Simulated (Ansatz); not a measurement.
# BH5O2Si: the cost of one run

Method: UKS CAM-B3LYP-D4/6-31G, in Ansatz 0.2.0.

## 1. The starting structure

Bond lengths: O1–B2 1.464 Å, B2–O3 1.452 Å, O3–Si4 1.825 Å, O1–H5 0.946 Å, B2–H6 1.200 Å, Si4–H7 1.450 Å, Si4–H8 1.466 Å, Si4–H9 1.399 Å. Angles: O1–B2–O3 118.2°, O1–B2–H6 122.0°, O3–B2–H6 119.7°, B2–O1–H5 105.7°, B2–O3–Si4 105.3°, O3–Si4–H7 108.9°, O3–Si4–H8 108.1°, O3–Si4–H9 108.7°, H7–Si4–H8 110.2°, H7–Si4–H9 111.9°, H8–Si4–H9 109.0°.

Coordinates:

```xyz
9

O    -1.8729   -0.2043    1.0151
B    -1.2380    0.3639   -0.1749
O    -0.4398   -0.5136   -1.0114
Si    1.2716   -0.3306   -0.4045
H    -1.2941   -0.0025    1.7361
H    -1.4122    1.5036   -0.5064
H     1.6626    1.0615   -0.5134
H     1.3063   -0.7571    0.9977
H     2.1050   -1.1672   -1.1554
```

## 2. End point A

Contents of input.yaml:

```yaml
crystal:
  periodic: [false, false, false]
  atoms:
    - { symbol: O, position_ang: [-1.8729, -0.2043, 1.0151] }
    - { symbol: B, position_ang: [-1.238, 0.3639, -0.1749] }
    - { symbol: O, position_ang: [-0.4398, -0.5136, -1.0114] }
    - { symbol: Si, position_ang: [1.2716, -0.3306, -0.4045] }
    - { symbol: H, position_ang: [-1.2941, -0.0025, 1.7361] }
    - { symbol: H, position_ang: [-1.4122, 1.5036, -0.5064] }
    - { symbol: H, position_ang: [1.6626, 1.0615, -0.5134] }
    - { symbol: H, position_ang: [1.3063, -0.7571, 0.9977] }
    - { symbol: H, position_ang: [2.105, -1.1672, -1.1554] }
magnetization:
  spin_polarized: true
basis:
  gaussian: { orbitals: "6-31G" }
hamiltonian:
  xc: cam_b3lyp
  dispersion: d4
relax:
  f_tol: 0.02
  max_steps: 50
```

Started as:

```sh
ansatz run input.yaml --threads 1 --pin off --max-ram 2048MiB --backend cpu --events-out ev --progress --plain --runs-dir out
```

What time and memory should one allow on 1 thread of Arm Neoverse V2, shared host?

About 68 s, with a peak of 0.16 GiB.
